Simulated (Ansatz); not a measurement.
# Ti3Se (P-6m2) in Ansatz: reference runs

Aim: a first look at Ti3Se with PBE, on the cell as given and on a disturbed one.

All numbers are computed with Ansatz 0.2.0; they aren't measurements. Logs are shortened: lines on timing, memory, paths and dates and some standing lists are left out, and cuts for length are marked.

## Step 1: Starting point

Symmetry: P-6m2, No. 187, hexagonal system. The conventional cell has a = 3.197 Å, b = 3.197 Å, c = 7.943 Å, α = 90.00°, β = 90.00°, γ = 120.00°. Around Se (site symmetry -6m2) lie 6 Ti at 2.58 Å. Around Ti (site symmetry -6m2) lie 12 Ti at 2.85 to 3.20 Å. Ti (site symmetry 3m) is surrounded by 3 Se at 2.58 Å and 3 Ti at 2.85 Å.

The cell comes from a database or a generator and needn't be the stable form of this composition.

## Step 2: Single point, PBE

Contents of input.yaml:

```yaml
crystal:
  lattice:
    - [3.1974455988, 0.0, 0.0]
    - [-1.5987227994, 2.7690691158, 0.0]
    - [0.0, 0.0, 7.942745]
  atoms:
    - { symbol: Se, position: [0.0, 0.0, 0.0] }
    - { symbol: Ti, position: [0.6666666667, 0.3333333333, 0.5] }
    - { symbol: Ti, position: [0.3333333333, 0.6666666667, 0.772902] }
    - { symbol: Ti, position: [0.3333333333, 0.6666666667, 0.227098] }
hamiltonian:
  xc: pbe
  pseudopotentials: { kind: paw }
kpoints:
  mp_grid: { grid: [10, 10, 4] }
scf:
  occupations: { method: fermi_dirac, width: 0.05 }
output:
  forces: true
  stress: true
  eigenvalues: true
```

Potentials or basis: Ansatz PAW.

Run with:

```sh
$ ansatz run input.yaml --threads 2 --pin off --max-ram 5120MiB --backend cpu --events-out ev --progress --plain --runs-dir out
```

The log of the run:

```text
Warning: RAYON_NUM_THREADS=2 ignored (pool sized by the plan → 2); use --threads N
Engine: ansatz 0.2.0, x86_64-unknown-linux-gnu
Pseudopotentials: kind: paw
Pseudopotential: Se, paw, valence charge 16, recommended cutoff 420 eV (normal), Se.paw.azcp
Pseudopotential: Ti, paw, valence charge 12, recommended cutoff 420 eV (normal), Ti.paw.azcp
Functional definition: PBE
  parameter kappa = 0.804
  parameter beta = 0.06672455060314922
  exchange = pbe_x(kappa = kappa, mu = beta*pi^2/3)
  correlation = pbe_c(beta = beta)
Crystal: 4 atoms, lattice volume = 70.325 Å³
Basis set: ecut = 420 eV, 1371 PW (Γ), exchange–correlation on 48×48×108 points (8 copies of the dense FFT grid, shifted against one another)
Bands: 32, of which v1, the nominal top of the filled ones, is band 26 counted from 1 (25 counted from 0)
Symmetry: 12 space group operations
Space group: P-6m2 (ITA 187), of the structure as read, at distance tolerance 4.1e-5 Å
k-points: 42 of 400 (time reversal used)
Non-local potential: Se, projectors of the file, l = 0: 2, l = 1: 2, l = 2: 3, l = 3: 1
Non-local potential: Ti, projectors of the file, l = 0: 3, l = 1: 2, l = 2: 3, l = 3: 1
PAW form: soft (Blöchl's): semilocal exchange-correlation on the pseudo side does not see the compensation charge
PAW one-centre angular grid: Se, 590 points (default); XC on 64 Gauss nodes
PAW one-centre angular grid: Ti, 590 points (default); XC on 64 Gauss nodes
Initial density: superposition of atomic densities (neutral atoms: chi_scale 0, normalization atom), corrected by the library's trained network
Initial wavefunctions: pseudopotential atomic-orbital guess
Functional: x = pbe(κ = 0.804, μ = 0.2195149727645171), c = pbe(β = 0.06672455060314922)
SCF iter   1: F=—  HF=-12969.982663 eV  |F-HF|=—  |Δ(HF+E_count)|=         —  Δρ=9.83e-3  dr2=6.48e-2  ethr=1.77e-3  ⟨swp⟩=5.2  Hψ=4716  notcnv=0
preconditioner: auto → Kerker (q_TF=auto, 2.594 Å⁻¹)  [metal: Δε(μ)=0.045 eV  Ē_g=5.081 eV  σ=0.050 eV  W_gap=0.22  n_scr=24 (ndim 8)  ℏωp=18.8 eV  f_vac=0.000  D(μ)=2.70/eV (n_scr^D=24)]
SCF iter   2: F=—  HF=-12969.971952 eV  |F-HF|=—  |Δ(HF+E_count)|=   1.07e-2  Δρ=4.68e-3  dr2=1.51e-2  ethr=1.25e-4  ⟨swp⟩=2.0  Hψ=1911  notcnv=0
SCF iter   3: F=—  HF=-12969.970166 eV  |F-HF|=—  |Δ(HF+E_count)|=   1.79e-3  Δρ=1.21e-3  dr2=1.08e-3  ethr=2.90e-5  ⟨swp⟩=2.2  Hψ=1764  notcnv=0
SCF iter   4: F=—  HF=-12969.970071 eV  |F-HF|=—  |Δ(HF+E_count)|=   9.51e-5  Δρ=3.99e-4  dr2=1.07e-4  ethr=2.07e-6  ⟨swp⟩=2.0  Hψ=2272  notcnv=0
SCF iter   5: F=—  HF=-12969.970030 eV  |F-HF|=—  |Δ(HF+E_count)|=   4.17e-5  Δρ=1.43e-4  dr2=1.40e-5  ethr=2.06e-7  ⟨swp⟩=2.0  Hψ=2225  notcnv=0
SCF iter   6: F=—  HF=-12969.970036 eV  |F-HF|=—  |Δ(HF+E_count)|=   6.63e-6  Δρ=3.30e-5  dr2=7.15e-7  ethr=2.69e-8  ⟨swp⟩=2.0  Hψ=1554  notcnv=0
SCF iter   7: F=-12969.970036 eV  HF=-12969.970036 eV  |F-HF|=1.43e-8  |Δ(HF+E_count)|=  4.09e-10  Δρ=7.23e-6  dr2=4.52e-8  ethr=1.92e-10  ⟨swp⟩=5.4  Hψ=5745  notcnv=0
SCF 1 converged in 7 iterations: F = -12969.970036 eV  dr2 = 4.52e-8
SCF converged after 7 iterations
Free energy (F): -12969.970036 eV
Harris-Foulkes:  -12969.970036 eV  (|F-HF|=1.43e-8)
Internal energy: -12969.946349 eV  (E = F + TS)
E sigma→0 (E₀):  -12969.958193 eV
Entropy (-TS):   -0.023687 eV (-5.922 meV/atom)
Fermi energy:    13.408045 eV
--- Per-component energies (eV) ---
  E_band       = -795.409862
  E_kinetic    = 936.531344
  E_local      = -4864.713204  (includes V_loc(G=0)·N_el)
  E_nonlocal   = -571.813444
  E_hartree    = 2231.490328
  E_xc         = -398.002445
  E_vxc        = -465.995484  (∫ρ·V_xc dr)
  E_paw        = -5053.493753  (= ΣΔE_a)
  E_vpaw       = -292.402693  (= ΣTr[D̂ρ^β])
  E_aug_tail   = -0.000248  (compensation charges beyond the density's cutoff)
  E_ewald      = -5249.944928
  E_smearing   = -0.023687  (= −TS)
  E_closure    = -0.000000  (closes the sum)
  Σ components = -12969.970036   (vs F -12969.970036, Δ=0.00e0)
--- Forces (eV/Å), atoms counted from 1 ---
  atom   1  Se     0.00000000     0.00000000     0.00000000
  atom   2  Ti     0.00000000    -0.00000000     0.00000000
  atom   3  Ti     0.00000000     0.00000000    -0.02122207
  atom   4  Ti     0.00000000     0.00000000     0.02122207
  max |Σ_I F_I| component: 3.70e-17 eV/Å
--- Stress (GPa, compression-positive) ---
        0.078029       0.000000       0.000000
        0.000000       0.078029       0.000000
        0.000000       0.000000       0.257573
  P = ⅓ Tr σ = 0.1379 GPa (1.379 kbar)
--- Band table (eV; the first three rows and the last of 42) ---
  k-point 0: bands = ["-43.6093", "-43.5904", "-43.4258", "-35.0548", "-35.0548", "-35.0517", "-35.0460", "-35.0460", "-20.0934", "-20.0014", "-19.7217", "-19.7217", "-19.6993", "-19.6993", "-19.5648", "-19.5536", "-19.5536", "-2.1067", "6.8847", "8.6587", "11.1934", "12.0674", "12.0674", "13.2348", "13.5625", "13.5625", "13.7121", "13.7121", "14.3271", "14.4691", "14.8135", "14.8135"]
  k-point 1: bands = ["-43.6084", "-43.5913", "-43.4257", "-35.0548", "-35.0548", "-35.0517", "-35.0460", "-35.0460", "-20.1107", "-19.9789", "-19.7206", "-19.7206", "-19.7006", "-19.7006", "-19.5701", "-19.5534", "-19.5534", "-2.1048", "6.7237", "9.0696", "11.0242", "12.0278", "12.0278", "12.9737", "13.7416", "13.7416", "13.7577", "13.7577", "14.1073", "14.6103", "14.6103", "14.7176"]
  k-point 2: bands = ["-43.6075", "-43.5923", "-43.4256", "-35.0548", "-35.0548", "-35.0517", "-35.0460", "-35.0460", "-20.1235", "-19.9606", "-19.7193", "-19.7193", "-19.7020", "-19.7020", "-19.5756", "-19.5532", "-19.5532", "-2.1029", "6.5957", "9.5831", "10.6996", "11.9920", "11.9920", "12.7670", "13.8038", "13.8038", "13.9733", "14.0092", "14.0092", "14.4173", "14.4173", "14.8613"]
  k-point 41: bands = ["-43.5634", "-43.5624", "-43.4152", "-35.0567", "-35.0560", "-35.0483", "-35.0432", "-35.0415", "-20.0137", "-19.9659", "-19.9394", "-19.9052", "-19.8483", "-19.8385", "-19.6551", "-19.6182", "-19.5707", "-0.0307", "7.2390", "8.1049", "8.7478", "11.9215", "12.0344", "12.2388", "12.4022", "13.2202", "13.3224", "13.4292", "14.6714", "15.0868", "15.6444", "15.8495"]
```

Run time: 6.9 s. Hardware: 2 threads of Intel Xeon at 2.50GHz (Skylake/Cascade Lake), shared host; peak memory 0.4 GiB.

What came out:

| Property | Result |
| --- | --- |
| Free energy | -12969.9700 eV |
| Pressure | 0.1 GPa |
| Largest force | 0.021 eV/Å |
| Band gap on the k mesh | none (metal or under the smearing width) |

Forces in eV/Å, atoms in the order of the input:
```
Se   0.000  0.000  0.000
Ti   0.000  0.000  0.000
Ti   0.000  0.000 -0.021
Ti   0.000  0.000  0.021
```

## Step 3: Single point, PBE (atoms moved at random, drawn with an rms of 0.05 Å)

Contents of input.yaml:

```yaml
crystal:
  lattice:
    - [3.1974455988, 0.0, 0.0]
    - [-1.5987227994, 2.7690691158, 0.0]
    - [0.0, 0.0, 7.942745]
  atoms:
    - { symbol: Se, position: [-0.001154, 0.006475, 0.003635] }
    - { symbol: Ti, position: [0.648699, 0.335562, 0.496474] }
    - { symbol: Ti, position: [0.339874, 0.682777, 0.778492] }
    - { symbol: Ti, position: [0.330227, 0.675262, 0.223728] }
hamiltonian:
  xc: pbe
  pseudopotentials: { kind: paw }
kpoints:
  mp_grid: { grid: [10, 10, 4] }
scf:
  occupations: { method: fermi_dirac, width: 0.05 }
output:
  forces: true
  stress: true
  eigenvalues: true
  write_density: true
  write_potential: true
  elf: true
  volumetric_format: npy
```

Potentials or basis: Ansatz PAW.

Run with:

```sh
$ ansatz run input.yaml --threads 2 --pin off --max-ram 5120MiB --backend cpu --events-out ev --progress --plain --runs-dir out
```

Wall time 41 s (2 threads of Intel Xeon at 2.50GHz (Skylake/Cascade Lake), shared host); peak memory 0.64 GiB.

It converged, with:

- Free energy: -12969.9399 eV
- Pressure: 0.8 GPa
- Largest force: 0.494 eV/Å
- Band gap on the k mesh: none (metal or under the smearing width)

Forces on the atoms (eV/Å):
```
Se   0.000  0.122 -0.258
Ti   0.102  0.062  0.317
Ti  -0.107 -0.150 -0.459
Ti   0.006 -0.033  0.399
```

Stress tensor (GPa, compression positive):
```
 0.50 -0.45  0.23
-0.45  0.66  0.19
 0.23  0.19  1.09
```

Levels at points of the mesh, in eV from the Fermi level:
| k point | band 24 | band 25 | band 26 | band 27 | band 28 | band 29 |
| --- | --- | --- | --- | --- | --- | --- |
| (0.00, 0.00, 0.00) | -0.08 | 0.17 | 0.18 | 0.32 | 0.32 | 0.78 |
| (0.00, 0.00, -0.50) | -0.53 | 0.41 | 0.41 | 0.44 | 0.56 | 0.61 |
| (0.00, -0.50, 0.00) | -1.55 | -0.63 | -0.45 | 0.25 | 0.64 | 0.77 |
| (0.00, -0.50, -0.50) | -1.45 | -0.92 | -0.86 | 0.50 | 0.90 | 0.98 |
| (-0.50, 0.00, 0.00) | -1.58 | -0.69 | -0.52 | 0.21 | 0.78 | 0.86 |
| (-0.50, 0.00, -0.50) | -1.51 | -0.94 | -0.90 | 0.62 | 0.87 | 1.00 |
| (-0.50, -0.50, 0.00) | -1.56 | -0.63 | -0.46 | 0.25 | 0.66 | 0.77 |
| (-0.50, -0.50, -0.50) | -1.48 | -0.91 | -0.86 | 0.51 | 0.91 | 0.99 |
